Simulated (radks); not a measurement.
**Tc⁺ inside a hard spherical wall**

An exercise on one series of results from a longer session: the logs are not shown, and one member is left open.

Program: radks (a radial shooting solver on a logarithmic mesh, Libxc functionals) version 1. Level of theory: scalar-relativistic Kohn-Sham, LDA (Slater exchange, VWN5 correlation), spin-polarised, spherical densities, finite nucleus; open shells are filled with parallel spins first. These are calculated values, not measurements, unless marked.

**The atom as given**

| Item | Value |
| --- | --- |
| element | technetium (Z = 43) |
| charge | +1 |
| electrons | 42 |
| configuration | [Kr] 4d5 5s1 |
| nuclear rms radius | 4.4112 fm |

The outer shells:

Tc⁺
```
[Kr] core
4d [↑ ][↑ ][↑ ][↑ ][↑ ]
5s [↑ ]
```

The first run:

Input:

```text
Z 43
configuration [Kr] 4d5 5s1 5p0 6s0 4f0
relativity scalar-relativistic
functional lda,vwn5
spin polarised
nucleus finite rms 4.4112 fm
c 137.035999084
```

Steps of the session up to this table: The free atom; Wall at 20 bohr; Wall at 10 bohr; Wall at 8 bohr; Wall at 7 bohr; Wall at 3.5 bohr; Wall at 2.5 bohr.

One table of the session follows, with a row left open; its other results are not shown here.

| R (bohr) | E − E(free) (eV) | ε(5s) (eV) | ε(5p, empty) (eV) | ε(6s, empty) (eV) | ε(4f, empty) (eV) |
| --- | --- | --- | --- | --- | --- |
| free | 0.000 | -12.432 | -7.554 | -3.176 | -0.944 |
| 20 | 0.000 | -12.432 | -7.554 | -3.175 | -0.800 |
| 10 | 0.001 | -12.430 | -7.543 | -2.471 | 0.601 |
| 8 | ? | ? | ? | ? | ? |
| 7 | 0.069 | -12.308 | -7.191 | 1.420 | 3.183 |
| 3.5 | 15.596 | -0.085 | 10.291 | 62.568 | 22.376 |
| 2.5 | 97.283 | 42.567 | 60.984 | 187.28 | 50.635 |

Q: Estimate the row for R (bohr) = 8 from the others.

Worked estimate for «E − E(free) (eV)». A straight line through the neighbours (10, 0.001) and (7, 0.069) gives 0.001 + (0.069 − 0.001) × (8 − 10) / (7 − 10) = 0.046; a parabola fitted to 4 rows on both sides gives 1.195.

**Answer.** E − E(free) (eV): 0.014; ε(5s) (eV): -12.402; ε(5p, empty) (eV): -7.438; ε(6s, empty) (eV): -0.763; ε(4f, empty) (eV): 1.933. In «E − E(free) (eV)» the line misses by +0.032 and the parabola by +1.181. Between these rows the values bend or scatter more than so simple an estimate can follow.

Shells are not refilled when levels cross, and a hard wall is a model, not a crystal.
